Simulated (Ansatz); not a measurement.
Crystal: GaGe.

```
CELL_PARAMETERS angstrom
0.00000 2.89784 2.89784
2.89784 0.00000 2.89784
2.89784 2.89784 0.00000
ATOMIC_POSITIONS crystal
Ge 0.00000 0.00000 0.00000
Ga 0.25000 0.25000 0.25000
```

The cell comes from a database or a generator and needn't be the stable form of this composition.

Below is the output of Ansatz 0.2.0 for this cell. Logs are shortened: lines on timing, memory, paths and dates and some standing lists are left out, and cuts for length are marked.

```text
Warning: output.stress: scf.convergence.dr2_threshold = 1e-7 eV (the SCF's general default) is looser than the 2e-10 eV advised for a printed stress (1e-10 eV for each atom of the cell: 2). What an SCF threshold leaves in a stress goes as its square root, and in the free energy as the threshold itself, and one threshold admits the most on a small cell: of the crystals measured, under no hybrid functional and no lock of the moments, on runs that ended without the residual-converged pass, on stresses that held no estimate of that error, the worst erred by over 100 MPa in a component at 1e-7 eV an atom and by under 5 at 1e-10. Set scf.convergence.dr2_threshold to 2e-10 eV or tighter. The threshold is an SCF's pass mark: one that does not reach it within its budget of iterations ends unconverged, or closes short of it on a stop that the run arms, and scf.convergence.dr2_threshold's page says what that costs each kind of run
Warning: output.stress: scf.exx.energy_threshold = 1e-6 eV is looser than the 2e-8 eV advised for a stress under a hybrid functional (1e-8 eV for each atom of the cell: 2). Every SCF of the exchange loop can meet its threshold on dr2 while the loop round them stops early: no threshold on dr2 bounds what that leaves in the stress. Set scf.exx.energy_threshold to 2e-8 eV or tighter. The threshold is the loop's pass mark: a loop that does not reach it within its budget of cycles ends unconverged, and scf.exx.energy_threshold's page has the law
Warning: RAYON_NUM_THREADS=2 ignored (pool sized by the plan → 2); use --threads N
Engine: ansatz 0.2.0, aarch64-unknown-linux-gnu
Pseudopotentials: kind: paw
Pseudopotential: Ge, paw, valence charge 14, recommended cutoff 420 eV (normal), Ge.paw.azcp
Pseudopotential: Ga, paw, valence charge 13, recommended cutoff 420 eV (normal), Ga.paw.azcp
Functional definition: unnamed
  parameter a_1 = 0.25
  exchange = (1 - a_1)*pbe_x + a_1*exact_x
  correlation = pbe_c
Crystal: 2 atoms, lattice volume = 48.669 Å³
Basis set: ecut = 420 eV, 941 PW (Γ), exchange–correlation on 60×60×60 points (8 copies of the dense FFT grid, shifted against one another)
Bands: 18, of which v1, the nominal top of the filled ones, is band 14 counted from 1 (13 counted from 0)
Symmetry: 24 space group operations
Space group: F-43m (ITA 216), of the structure as read, at distance tolerance 3.7e-5 Å
k-points: 10 of 125 (time reversal used)
Non-local potential: Ge, projectors of the file, l = 0: 2, l = 1: 2, l = 2: 3, l = 3: 1
Non-local potential: Ga, projectors of the file, l = 0: 2, l = 1: 2, l = 2: 3, l = 3: 1
PAW form: soft (Blöchl's): semilocal exchange-correlation on the pseudo side does not see the compensation charge
PAW frozen core: Ge, regenerated for the run's functional, and the local potential with it (the file was generated under x = pbe(κ = 0.804, μ = 0.2195149727645171), c = pbe(β = 0.06672455060314922))
PAW frozen core: Ga, regenerated for the run's functional, and the local potential with it (the file was generated under x = pbe(κ = 0.804, μ = 0.2195149727645171), c = pbe(β = 0.06672455060314922))
PAW one-centre angular grid: Ge, 590 points (default); XC on 64 Gauss nodes
PAW one-centre angular grid: Ga, 590 points (default); XC on 64 Gauss nodes
Initial density: superposition of atomic densities (neutral atoms: chi_scale 0, normalization atom), corrected by the library's trained network
Initial wavefunctions: pseudopotential atomic-orbital guess
[... 49 lines left out ...]
Entropy (-TS):   -0.008000 eV (-4.000 meV/atom)
Fermi energy:    5.887393 eV
--- Per-component energies (eV) ---
  E_band       = -321.242969
  E_kinetic    = 223.132615
  E_local      = -4643.460532  (includes V_loc(G=0)·N_el)
  E_nonlocal   = 842.500314
  E_hartree    = 2092.663340
  E_xc         = -110.360023
  E_vxc        = -93.304733  (∫ρ·V_xc dr)
  E_exx        = -113.028963  (= α·E_x^exact, valence–valence)
  E_paw        = -3928.423818  (= ΣΔE_a)
  E_vpaw       = -609.378176  (= ΣTr[D̂ρ^β])
  E_aug_tail   = 0.000232  (compensation charges beyond the density's cutoff)
  E_ewald      = -2441.536352
  E_core_change = -0.341878  (= ΣΔE_core)
  E_smearing   = -0.008000  (= −TS)
  E_closure    = 0.000000  (closes the sum)
  Σ components = -8078.863065   (vs F -8078.863065, Δ=-9.09e-13)
--- Forces (eV/Å), atoms counted from 1 ---
  atom   1  Ge     0.00000000    -0.00000000     0.00000000
  atom   2  Ga    -0.00000000     0.00000000     0.00000000
  max |Σ_I F_I| component: 5.55e-17 eV/Å
--- Stress (GPa, compression-positive) ---
       -1.726196      -0.000000       0.000000
       -0.000000      -1.726196       0.000000
        0.000000       0.000000      -1.726196
  P = ⅓ Tr σ = -1.7262 GPa (-17.262 kbar)
--- Band table (eV; the first three rows and the last of 10) ---
  k-point 0: bands = ["-21.4777", "-21.4777", "-21.4777", "-21.4581", "-21.4581", "-11.3975", "-11.3975", "-11.3975", "-11.3425", "-11.3425", "-6.0892", "8.4156", "8.4156", "8.4156", "9.2370", "11.4990", "11.4990", "11.4990"]
  k-point 1: bands = ["-21.4775", "-21.4768", "-21.4768", "-21.4579", "-21.4579", "-11.4040", "-11.3921", "-11.3921", "-11.3430", "-11.3430", "-5.5738", "3.9990", "7.6727", "7.6727", "9.7787", "12.3489", "12.3489", "13.6332"]
  k-point 2: bands = ["-21.4771", "-21.4755", "-21.4755", "-21.4575", "-21.4575", "-11.4145", "-11.3851", "-11.3851", "-11.3417", "-11.3417", "-4.2625", "0.3590", "6.8695", "6.8695", "9.1334", "12.5069", "12.5069", "15.4580"]
  k-point 9: bands = ["-21.4778", "-21.4752", "-21.4728", "-21.4588", "-21.4564", "-11.4247", "-11.3769", "-11.3701", "-11.3501", "-11.3412", "-3.1297", "-0.0383", "3.1798", "4.3146", "11.9816", "12.3808", "12.9525", "16.3874"]
```

Question: What input gives this log?

Answer: Single point with PBE0, no spin polarisation. The files as run (others can give the same):

input.yaml
```yaml
crystal:
  lattice:
    - [0.0, 2.897844, 2.897844]
    - [2.897844, 0.0, 2.897844]
    - [2.897844, 2.897844, 0.0]
  atoms:
    - { symbol: Ge, position: [0.0, 0.0, 0.0] }
    - { symbol: Ga, position: [0.25, 0.25, 0.25] }
hamiltonian:
  xc: { exchange: pbe, correlation: pbe, exx: { coeff: 0.25 } }
  pseudopotentials: { kind: paw }
kpoints:
  mp_grid: { grid: [5, 5, 5] }
scf:
  occupations: { method: fermi_dirac, width: 0.05 }
output:
  forces: true
  stress: true
  eigenvalues: true
  write_density: true
  write_potential: true
  elf: true
  volumetric_format: npy
```

Potentials or basis: Ansatz PAW.
Launch:
```sh
$ ansatz run input.yaml --threads 2 --pin off --max-ram 5632MiB --backend cpu --events-out ev --progress --plain --runs-dir out
```

Caveat: the k mesh is coarse (spacing up to 0.38 Å⁻¹), so the values aren't converged, least of all with exact exchange; the PAW data sets come from PBE, with cores solved anew for the run's functional, which leaves a small shift of forces and pressure; the thresholds are loose for stress.
